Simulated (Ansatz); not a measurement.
# Hf32O64: the cost of one run

All numbers are computed with Ansatz 0.2.0 (PAW, plane waves).

**1. The system as built**

96 atoms (32 Hf, 64 O); a = 10.600 Å, b = 10.767 Å, c = 10.963 Å, α = 90.00°, β = 99.61°, γ = 90.00°. All atoms were shaken off their sites by about 0.15 Å along each axis.

Plan of the steps: (2) PBEsol dynamics at the Γ point alone, on 1 × NVIDIA H100 80GB HBM3 with 6 threads of AMD EPYC 7R13; (3) PBEsol relaxation at the Γ point alone, on 1 × NVIDIA H100 80GB HBM3 with 6 threads of AMD EPYC 7R13; (4) HSE06 single point at the Γ point alone, on 1 × NVIDIA H100 80GB HBM3 with 6 threads of AMD EPYC 7R13.

**2. Langevin dynamics**

in.yaml

```yaml
accuracy: low
crystal:
  lattice:
    - [10.599715, 0.000000, -0.029246]
    - [0.000000, 10.767175, 0.000000]
    - [-1.799877, 0.000000, 10.814206]
  atoms:
    - { symbol: Hf, position: [0.151167, 0.021216, 0.098021] }
    - { symbol: Hf, position: [0.133455, 0.028400, 0.621488] }
    - { symbol: Hf, position: [0.127543, 0.530223, 0.096299] }
    - { symbol: Hf, position: [0.146500, 0.537521, 0.599447] }
    - { symbol: Hf, position: [0.643056, 0.026840, 0.128637] }
    - { symbol: Hf, position: [0.643159, 0.018490, 0.599155] }
    - { symbol: Hf, position: [0.648593, 0.501014, 0.097576] }
    - { symbol: Hf, position: [0.615202, 0.520339, 0.612923] }
    - { symbol: Hf, position: [0.364582, 0.277755, 0.138197] }
    - { symbol: Hf, position: [0.352101, 0.271521, 0.659233] }
    - { symbol: Hf, position: [0.365078, 0.757347, 0.153453] }
    - { symbol: Hf, position: [0.367525, 0.775487, 0.645607] }
    - { symbol: Hf, position: [0.867218, 0.266799, 0.141475] }
    - { symbol: Hf, position: [0.862452, 0.286177, 0.660551] }
    - { symbol: Hf, position: [0.870429, 0.779253, 0.128413] }
    - { symbol: Hf, position: [0.859938, 0.770436, 0.631289] }
    - { symbol: Hf, position: [0.342321, 0.448185, 0.380732] }
    - { symbol: Hf, position: [0.375664, 0.479215, 0.898100] }
    - { symbol: Hf, position: [0.339870, 0.980065, 0.400681] }
    - { symbol: Hf, position: [0.370245, 0.960881, 0.889855] }
    - { symbol: Hf, position: [0.882220, 0.495382, 0.389356] }
    - { symbol: Hf, position: [0.858632, 0.481490, 0.901671] }
    - { symbol: Hf, position: [0.859685, 0.981359, 0.390369] }
    - { symbol: Hf, position: [0.882176, 0.963771, 0.914581] }
    - { symbol: Hf, position: [0.130592, 0.235732, 0.366309] }
    - { symbol: Hf, position: [0.143270, 0.247622, 0.849449] }
    - { symbol: Hf, position: [0.140722, 0.743234, 0.336635] }
    - { symbol: Hf, position: [0.138506, 0.729136, 0.844539] }
    - { symbol: Hf, position: [0.649879, 0.228139, 0.361546] }
    - { symbol: Hf, position: [0.638351, 0.236066, 0.848156] }
    - { symbol: Hf, position: [0.625968, 0.700357, 0.348319] }
    - { symbol: Hf, position: [0.630837, 0.722870, 0.845959] }
    - { symbol: O, position: [0.047353, 0.172078, 0.159014] }
    - { symbol: O, position: [0.015832, 0.170018, 0.661766] }
    - { symbol: O, position: [0.030693, 0.673667, 0.163269] }
    - { symbol: O, position: [0.067734, 0.684931, 0.663420] }
    - { symbol: O, position: [0.549635, 0.156962, 0.173056] }
    - { symbol: O, position: [0.534076, 0.154771, 0.668938] }
    - { symbol: O, position: [0.513331, 0.658773, 0.173080] }
    - { symbol: O, position: [0.545123, 0.668318, 0.664124] }
    - { symbol: O, position: [0.465863, 0.411656, 0.092447] }
    - { symbol: O, position: [0.470426, 0.416959, 0.566517] }
    - { symbol: O, position: [0.486055, 0.910097, 0.067126] }
    - { symbol: O, position: [0.458799, 0.899962, 0.565394] }
    - { symbol: O, position: [0.969053, 0.424958, 0.103105] }
    - { symbol: O, position: [0.951286, 0.418267, 0.567202] }
    - { symbol: O, position: [0.967200, 0.918817, 0.080335] }
    - { symbol: O, position: [0.963168, 0.927328, 0.592770] }
    - { symbol: O, position: [0.447070, 0.333969, 0.350783] }
    - { symbol: O, position: [0.476249, 0.335433, 0.835116] }
    - { symbol: O, position: [0.476802, 0.823690, 0.347968] }
    - { symbol: O, position: [0.489950, 0.825860, 0.834478] }
    - { symbol: O, position: [0.965553, 0.340586, 0.332418] }
    - { symbol: O, position: [0.985285, 0.329860, 0.813277] }
    - { symbol: O, position: [0.958892, 0.847574, 0.352408] }
    - { symbol: O, position: [0.959220, 0.848913, 0.838118] }
    - { symbol: O, position: [0.039119, 0.087430, 0.439028] }
    - { symbol: O, position: [0.034433, 0.064249, 0.919825] }
    - { symbol: O, position: [0.045087, 0.566139, 0.420041] }
    - { symbol: O, position: [0.026868, 0.583276, 0.918009] }
    - { symbol: O, position: [0.548732, 0.080283, 0.445533] }
    - { symbol: O, position: [0.556928, 0.087778, 0.922653] }
    - { symbol: O, position: [0.535966, 0.582936, 0.427967] }
    - { symbol: O, position: [0.530257, 0.593571, 0.899658] }
    - { symbol: O, position: [0.238310, 0.391366, 0.243399] }
    - { symbol: O, position: [0.221380, 0.364213, 0.746068] }
    - { symbol: O, position: [0.211617, 0.878325, 0.258824] }
    - { symbol: O, position: [0.219631, 0.898112, 0.735732] }
    - { symbol: O, position: [0.716613, 0.384339, 0.238031] }
    - { symbol: O, position: [0.730934, 0.356578, 0.748918] }
    - { symbol: O, position: [0.721469, 0.869202, 0.237633] }
    - { symbol: O, position: [0.713126, 0.878515, 0.731226] }
    - { symbol: O, position: [0.264645, 0.120703, 0.000055] }
    - { symbol: O, position: [0.268366, 0.116604, 0.516009] }
    - { symbol: O, position: [0.285760, 0.634535, 0.002657] }
    - { symbol: O, position: [0.269230, 0.633589, 0.502812] }
    - { symbol: O, position: [0.760465, 0.131168, 0.996743] }
    - { symbol: O, position: [0.775339, 0.155948, 0.548196] }
    - { symbol: O, position: [0.776805, 0.611908, 0.031351] }
    - { symbol: O, position: [0.789626, 0.633339, 0.509517] }
    - { symbol: O, position: [0.256801, 0.144603, 0.278794] }
    - { symbol: O, position: [0.275679, 0.133252, 0.771959] }
    - { symbol: O, position: [0.285065, 0.644590, 0.256834] }
    - { symbol: O, position: [0.244744, 0.604107, 0.733976] }
    - { symbol: O, position: [0.777271, 0.102241, 0.278177] }
    - { symbol: O, position: [0.777453, 0.138267, 0.778774] }
    - { symbol: O, position: [0.760242, 0.617385, 0.241854] }
    - { symbol: O, position: [0.780467, 0.589377, 0.780817] }
    - { symbol: O, position: [0.245085, 0.370427, 0.492541] }
    - { symbol: O, position: [0.193348, 0.374061, 0.011492] }
    - { symbol: O, position: [0.210761, 0.863789, 0.485415] }
    - { symbol: O, position: [0.252801, 0.883923, 0.993126] }
    - { symbol: O, position: [0.738275, 0.376415, 0.480031] }
    - { symbol: O, position: [0.747066, 0.399257, 0.975623] }
    - { symbol: O, position: [0.746727, 0.870487, 0.480046] }
    - { symbol: O, position: [0.721283, 0.871733, 0.989552] }
kpoints:
  mp_grid: { grid: [1, 1, 1] }
hamiltonian:
  xc: pbesol
scf:
  occupations: { method: fermi_dirac, width: 0.1 }
md:
  ensemble: nvt_langevin
  timestep: 2.5
  n_steps: 600
  temperature: 4500
  temperature_schedule: [{ n_steps: 240, end_temperature: 4500 }, { n_steps: 360, end_temperature: 300 }]
  friction: 0.02
  initial_velocities: maxwell_boltzmann
  seed: 1
```

Command:

```bash
ansatz run in.yaml --threads 6 --pin off --max-ram 161500MiB --runs-dir r --events-out ev --progress --plain --backend cuda --devices 0, --max-vram 75GiB
```

**Question.** How long does this run take on 1 × NVIDIA H100 80GB HBM3 with 6 threads of AMD EPYC 7R13, shared host, and how much memory does it need?

About 21 min, with a peak of 1.3 GiB on the host.
